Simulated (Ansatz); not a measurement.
Task: a single point of CdAg, space group R-3m, with the Python package of Ansatz (0.2.0). Give the script and its output. Level of theory: PBEsol, PAW, the default cutoff (420 eV here), 9×9×9 k-points, Methfessel-Paxton smearing of 0.05 eV.

Contents of `POSCAR_cdag`:
```text
CdAg
1.0
   1.51070472    0.87220578    4.78338917
  -1.51070472    0.87220578    4.78338917
   0.00000000   -1.74441156    4.78338917
Cd Ag
1 1
Direct
   0.50000000    0.50000000    0.50000000
   0.00000000    0.00000000    0.00000000
```

Script `cdag_scf.py`:
```python
"""Self-consistent field of CdAg at the given structure."""

from collections import Counter
from pathlib import Path
import json

import ansatz as az
from ase.data import atomic_numbers
from ase.io import read
from ase.io.cube import read_cube_data
from ase.units import Bohr
import numpy as np
import spglib

atoms = read("POSCAR_cdag", format="vasp")
cell = az.Crystal.from_ase(atoms)

# the calculation
calculation = (
    cell.calculation()
    .functional("pbesol")
    .kpoints(9, 9, 9)  # the mesh must be finer for metals
    .occupations("Methfessel-Paxton", width=50 * az.meV)
    .density()  # keep the density on its grid
    .output_files(volumetric_format=["cube", "npy"])
    .electric_field_gradient()
    .density_of_states(energy_step=0.1, method="smearing", broadening_width=0.2, projected=True)
)
res = calculation.run(events_out="events.ndjson")
data = res.report
with open("events.ndjson") as stream:
    kinds = Counter(json.loads(line)["event"] for line in stream)
print("events:", {kind: kinds[kind] for kind in ("scf_iter", "scf_done", "notice", "finished")})

print("%-22s %14.5f eV" % ("F = E - TS", data["free_energy_ev"]))
print("%-22s %14.5f eV" % ("E", data["internal_energy_ev"]))
print("%-22s %14.5f eV" % ("Harris-Foulkes", data["harris_foulkes_ev"]))
print("%-22s %14.5f eV" % ("Fermi level", data["fermi_energy_ev"]))

# cube files hold the density in electrons per cubic bohr
folder = Path(res.write_results("cubes"))
print("\n".join((folder / "rho.cube").read_text().splitlines()[: 6 + 2]))
values, cube_atoms = read_cube_data(str(folder / "rho.cube"))
print("electrons from the file:", round(values.mean() * cube_atoms.get_volume() / Bohr ** 3, 3))

print("doubts on the final state:", data["published_state_doubts"] or "none")
print("warnings:", sorted({n["data"]["kind"] for n in res.notices if n["data"].get("severity") in ("warning", "doubt")}) or "none")

spg_cell = (res.lattice.cell_ang, [s.position_frac for s in res.lattice.sites], [atomic_numbers[s.symbol] for s in res.lattice.sites])
# the group found depends on the tolerance
for tolerance in (1e-5, 1e-3, 1e-1):
    print(f"symprec {tolerance:g} A: {spglib.get_spacegroup(spg_cell, symprec=tolerance)}")
print("operations used by the run:", data["n_symmetry_ops"])

for row in data["efg"]:
    print({k: round(v, 4) if isinstance(v, float) else v for k, v in row.items() if not isinstance(v, (list, dict))})

dos = res.density_of_states()
energy = np.asarray(dos.energies_ev) - dos.fermi_ev
projected = res.projected_density_of_states()
# electrons in each projected shell, from the curves below the Fermi level
step = energy[1] - energy[0]
for index, site in enumerate(projected.sites):
    for shell in site.shells:
        curve = sum(np.sum(part.g_bin_mean_per_ev, axis=0) for part in shell.curves)
        print(f"site {index} {site.species:2s} {shell.label:3s} filled {curve[energy <= 0].sum() * step:7.3f}  at E_F {np.interp(0, energy, curve):7.3f} /eV")
```

`python cdag_scf.py` gives:
```text
DeckWarning: basis.ecutwfc = 420 eV, auto-derived from the records' recommended cutoffs: set by Cd (normal level)
DeckWarning: Ag, Cd: output.efg is read without spin–orbit coupling, which moves field gradients at and beside such atoms by some per cent and up to a factor of two; PAW files take it under magnetization.noncollinear and magnetization.spin_orbit
events: {'scf_iter': 5, 'scf_done': 1, 'notice': 2, 'finished': 1}
F = E - TS               -15706.42888 eV
E                        -15706.42896 eV
Harris-Foulkes           -15706.42888 eV
Fermi level                  16.22985 eV
ansatz rho
values in e/bohr^3 (x slowest, z fastest)
    2    0.000000    0.000000    0.000000
   24    0.237902    0.000000    0.000000
   36   -0.079301    0.045784    0.251092
   24    0.118951   -0.206029    0.000000
   48   48.000000    0.000000    0.000000   13.558943
   47   47.000000    0.000000    0.000000    0.000000
electrons from the file: 39.0
doubts on the final state: none
warnings: none
symprec 1e-05 A: R-3m (166)
symprec 0.001 A: R-3m (166)
symprec 0.1 A: R-3m (166)
operations used by the run: 12
{'site': 1, 'element': 'Cd', 'v_zz_1e21_v_m2': -2.5599, 'eta': 0.0, 'by_run_symmetry': 'allowed', 'electrostatic_potential_v': -7712.0127}
{'site': 2, 'element': 'Ag', 'v_zz_1e21_v_m2': 1.5711, 'eta': 0.0, 'by_run_symmetry': 'allowed', 'electrostatic_potential_v': -7481.3591}
site 0 Cd 4S  filled   1.998  at E_F   0.000 /eV
site 0 Cd 5S  filled   1.376  at E_F   0.077 /eV
site 0 Cd 4P  filled   5.999  at E_F   0.000 /eV
site 0 Cd 4D  filled   9.971  at E_F   0.005 /eV
site 1 Ag 4S  filled   1.996  at E_F   0.000 /eV
site 1 Ag 5S  filled   1.175  at E_F   0.087 /eV
site 1 Ag 4P  filled   5.999  at E_F   0.000 /eV
site 1 Ag 4D  filled   9.878  at E_F   0.021 /eV
```
(Warnings from the package without file and line.)

What to keep in mind:
- Total energies depend on the potentials; only differences at equal settings carry meaning. A total without «per atom» is that of the cell as typed.
- Under cold or Methfessel-Paxton smearing the entropy term is a generalised one and can be negative.
- For a metal this k-point mesh is coarse: on a finer one energies can move by several to tens of meV an atom and pressures by half a GPa or more, differences at one mesh by less.
- Only differences from the Fermi energy are physical; the zero of the scale is a convention.
- Projections exist only for the shells that the potentials hold, some of them semicore, and samples at single energies can miss narrow peaks.
- The fields are valence quantities on the plane-wave grid; their values near the nuclei depend on the potentials.
- The structure comes from a database of computed cells and needn't be a stable or known phase.
- The computed bands are complete only to about 6.3 eV above the Fermi level; beyond that the density of states is undercounted.
- It ran for 4.4 s on 1 thread of Arm Neoverse V2 (shared host), peak memory 0.51 GiB.

(Lines on the test bed's own set-up are left out of the output.)
